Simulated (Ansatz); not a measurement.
# Au (Gold): the cost of one run

Computed with Ansatz 0.2.0 through its Python package. The levels of theory stand in the script.

The COD entry's cell or inner coordinates are ideal or old and differ from later refinements, so a difference from it is no clean test against experiment.

### Step 1. Starting point

Symmetry: Fm-3m, No. 225, cubic system. The conventional cell has a = 4.070 Å, b = 4.070 Å, c = 4.070 Å, α = 90.00°, β = 90.00°, γ = 90.00°. Around Au (site symmetry m-3m) lie 12 Au at 2.88 Å.

The script reads au.xyz:

```xyz
1
Lattice="0.0 2.035 2.035 2.035 0.0 2.035 2.035 2.035 0.0" Properties=species:S:1:pos:R:3 pbc="T T T"
Au    0.00000000    0.00000000    0.00000000
```

### Step 2. The code

Contents of au.py:

```python
# -*- coding: utf-8 -*-
"""Relax Au, then bands and states at the relaxed cell."""

import ansatz
import numpy as np


def count_gap(report):
    # lowest empty less highest filled band, counting bands; zero where they overlap
    return max(report.get("gap_by_band_count_ev") or 0.0, 0.0)


def configured(crystal, spacing):
    return (
        crystal.calculation()
        .occupations(ansatz.OccupationsMethod.COLD, width=0.01)
        .scf(tolerance=1e-06, self_checks="high")
        .initial_density(normalization="atom")
        .functional(ansatz.Functional.PBESOL, dispersion="d3bjatm")
        .basis(530)
        .kpoints(spacing=spacing)
    )


def main():
    au = ansatz.Crystal.from_extxyz("au.xyz")

    relaxed = configured(au, 0.34).relax(cell=True, force_tolerance=0.01, max_steps=40).checkpoint(write="relax.run", compress=False).run()
    cell = np.asarray(relaxed.lattice.cell_ang)
    print("relaxed edges (A):", np.linalg.norm(cell, axis=1).round(4), " volume:", round(abs(np.linalg.det(cell)), 3), "A^3")
    for site in relaxed.lattice.sites:
        print(" ", site.symbol, np.round(site.position_frac, 4) + 0.0)

    final = ansatz.Crystal.from_checkpoint("relax.run")
    result = configured(final, 0.26).functional("lda").stress().band_table().density_of_states(energy_step=0.05).run()
    rep = result.report
    dos = result.density_of_states()
    print(f"pressure at the relaxed cell {np.trace(rep['stress_gpa']) / 3:.3f} GPa, gap by band count {count_gap(rep):.3f} eV")
    if count_gap(rep) == 0:
        print("states/eV at the Fermi level:", round(float(np.interp(dos.fermi_ev, dos.energies_ev, dos.spin_summed_g_bin_mean_per_ev)), 3))


if __name__ == "__main__":
    main()
```

### Step 3. Running it

Run with:

```bash
> python au.py
```

Q: Estimate wall time and peak memory on 1 thread of Intel Xeon Platinum 8375C at 2.90GHz (Ice Lake), shared host.

About 4.8 s, with a peak of 0.38 GiB.
